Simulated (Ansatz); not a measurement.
**GeBH4+ (SMILES [BH2][GeH2+]): single points off equilibrium**

How do the functionals fare away from a minimum? The structure is a structure displaced at random from a GFN2-xTB minimum.

The runs use Ansatz 0.2.0, Gaussian basis; single points in def2-TZVPP.

Correlated methods freeze the cores. Filled d shells of the heavier atoms are correlated. B3LYP uses VWN-RPA correlation.

## (1) The system as given

SMILES `[BH2][GeH2+]`, 6 atoms, charge 1, spin multiplicity 1.

Atoms are counted from 1 here; the program's logs count them from 0.

Bond lengths: B1–Ge2 2.058 Å, B1–H3 1.323 Å, B1–H4 1.188 Å, Ge2–H5 1.575 Å, Ge2–H6 1.421 Å. Angles: Ge2–B1–H3 120.9°, Ge2–B1–H4 128.5°, H3–B1–H4 110.2°, B1–Ge2–H5 123.4°, B1–Ge2–H6 124.3°, H5–Ge2–H6 109.7°.

Coordinates:

| atom | x (Å) | y (Å) | z (Å) |
| --- | --- | --- | --- |
| B1 | 0.1018 | -1.0334 | 0.1071 |
| Ge2 | 0.2001 | 1.0122 | -0.0967 |
| H3 | -1.0623 | -1.6491 | 0.2370 |
| H4 | 0.9920 | -1.8061 | 0.2537 |
| H5 | -0.0718 | 1.7631 | -1.4543 |
| H6 | 0.1084 | 1.9299 | 0.9844 |

## (2) CCSD(T)/def2-TZVPP

File run/in.yaml:

```yaml
crystal:
  periodic: [false, false, false]
  atoms:
    - {symbol: B, position_ang: [0.101800, -1.033400, 0.107100]}
    - {symbol: Ge, position_ang: [0.200100, 1.012200, -0.096700]}
    - {symbol: H, position_ang: [-1.062300, -1.649100, 0.237000]}
    - {symbol: H, position_ang: [0.992000, -1.806100, 0.253700]}
    - {symbol: H, position_ang: [-0.071800, 1.763100, -1.454300]}
    - {symbol: H, position_ang: [0.108400, 1.929900, 0.984400]}
basis:
  gaussian: {orbitals: def2-TZVPP}
total_charge: 1
correlation: {method: ccsd_t}
output: {forces: true}
```

No record of the launch command was kept for these runs.

## (3) PBE0-D4/def2-TZVPP

Edit run/in.yaml of step 2 so:

```diff
@@ -12,3 +12,3 @@
 total_charge: 1
-correlation: {method: ccsd_t}
-output: {forces: true}
+hamiltonian: {xc: pbe0, dispersion: d4}
+output: {forces: true, orbitals: {seedname: orbitals}}
```

## (4) wB97M-V/def2-TZVPP

Edit run/in.yaml of step 3 so:

```diff
@@ -12,3 +12,3 @@
 total_charge: 1
-hamiltonian: {xc: pbe0, dispersion: d4}
-output: {forces: true, orbitals: {seedname: orbitals}}
+hamiltonian: {xc: {name: wB97M-V}}
+output: {forces: true}
```

## (5) r2SCAN-D4/def2-TZVPP

Edit run/in.yaml of step 4 so:

```diff
@@ -12,3 +12,3 @@
 total_charge: 1
-hamiltonian: {xc: {name: wB97M-V}}
+hamiltonian: {xc: r2scan, dispersion: d4}
 output: {forces: true}
```

## (6) PBE-D4/def2-TZVPP

Edit run/in.yaml of step 5 so:

```diff
@@ -12,3 +12,3 @@
 total_charge: 1
-hamiltonian: {xc: r2scan, dispersion: d4}
+hamiltonian: {xc: pbe, dispersion: d4}
 output: {forces: true}
```

## (7) LC-wPBE/def2-TZVPP

Edit run/in.yaml of step 6 so:

```diff
@@ -12,3 +12,3 @@
 total_charge: 1
-hamiltonian: {xc: pbe, dispersion: d4}
+hamiltonian: {xc: {name: LC-wPBE}}
 output: {forces: true}
```

## (8) B3LYP-D4/def2-TZVPP

Edit run/in.yaml of step 7 so:

```diff
@@ -12,3 +12,3 @@
 total_charge: 1
-hamiltonian: {xc: {name: LC-wPBE}}
+hamiltonian: {xc: {name: B3LYP}, dispersion: d4}
 output: {forces: true}
```

(Steps that only read results are left out.)

**Question.** What will these runs give? Wanted: energy less free atoms, CCSD(T)/def2-TZVPP; RMS force component; RMS force error; HOMO and LUMO, PBE0-D4; T1 diagnostic.

As calculated:

```
                                  quantity                                                                                            value
energy less free atoms, CCSD(T)/def2-TZVPP                                                                                  -187.4 kcal/mol
                       RMS force component                                                             1.173 to 1.229 eV/Å over the methods
                           RMS force error  PBE0-D4 0.120, wB97M-V 0.056, r2SCAN-D4 0.152, PBE-D4 0.253, LC-wPBE 0.088, B3LYP-D4 0.084 eV/Å
                    HOMO and LUMO, PBE0-D4                                                                              -15.23 and -9.44 eV
                             T1 diagnostic                                                                                            0.012
```

**Reading.** Against CCSD(T) the functionals' energies less atoms differ by -8.0 to -1.0 kcal/mol, PBE-D4 by -5.7 kcal/mol. A larger basis would deepen the CCSD(T) value, while the functionals are nearly converged already, so the order here is not reliable. The forces of wB97M-V come nearest to CCSD(T), those of PBE-D4 are farthest. Frozen-core CCSD(T) forces in triple zeta carry basis errors of their own, and this is one geometry, so small gaps rank nothing.
